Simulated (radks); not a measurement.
# Gd⁺ in [Xe] 4f7 5d1 6s1: an all-electron calculation

What are the levels of the gadolinium ion Gd+, how large are its shells, and how does its energy divide?

The numbers are computed with radks (a radial shooting solver on a logarithmic mesh, Libxc functionals) version 1 (scalar-relativistic Kohn-Sham, PBE, spin-polarised, spherical densities, point nucleus; open shells are filled with parallel spins first), except any that are marked as measured or tabulated.

### Step 1. The atom as given

```
element       : gadolinium (Z = 64)
charge        : +1
electrons     : 63
configuration : [Xe] 4f7 5d1 6s1
```

The outer shells:

Gd⁺
```
[Xe] core
4f [↑ ][↑ ][↑ ][↑ ][↑ ][↑ ][↑ ]
5d [↑ ][  ][  ][  ][  ]
6s [↑ ]
```

### Step 2. Self-consistent calculation

Settings of this run:

```text
Z 64
configuration [Xe] 4f7 5d1 6s1
relativity scalar-relativistic
functional pbe,pbe
spin polarised
nucleus point
c 137.035999084
```

Launch:

```sh
python run_ks.py task.json out
```

The same process makes all the runs of this session.

Q: Predict the outcome of this run.

As calculated:

| quantity | value |
| --- | --- |
| total energy | -11271.2598 hartree |
| exchange-correlation share of it | 2.21 % |
| −T/E | 1.0739 |
| highest occupied level | 5d up, -9.030 eV |
| most extended occupied level | 6s up, <r> = 3.59 bohr |
| radius at density 0.001 e/bohr³ | 4.55 bohr |
| maxima of the radial density | 4 |
| ionisation energy, NIST | 12.08 (semi-emp.) eV |

**Reading.** 6 principal shells are occupied and 4 maxima appear in the radial density; where shells overlap, one shows as a shoulder or not at all. Relativity lifts −T/E to 1.074. The top level binds by 9.030 eV, 75 % of the NIST ionisation energy of 12.08 eV; the potential of a semilocal functional falls off too fast, so its top eigenvalue is too shallow. Open shells are spherical and high-spin; term and fine-structure splittings are not resolved. Spin-orbit splitting is averaged out at the scalar-relativistic level.
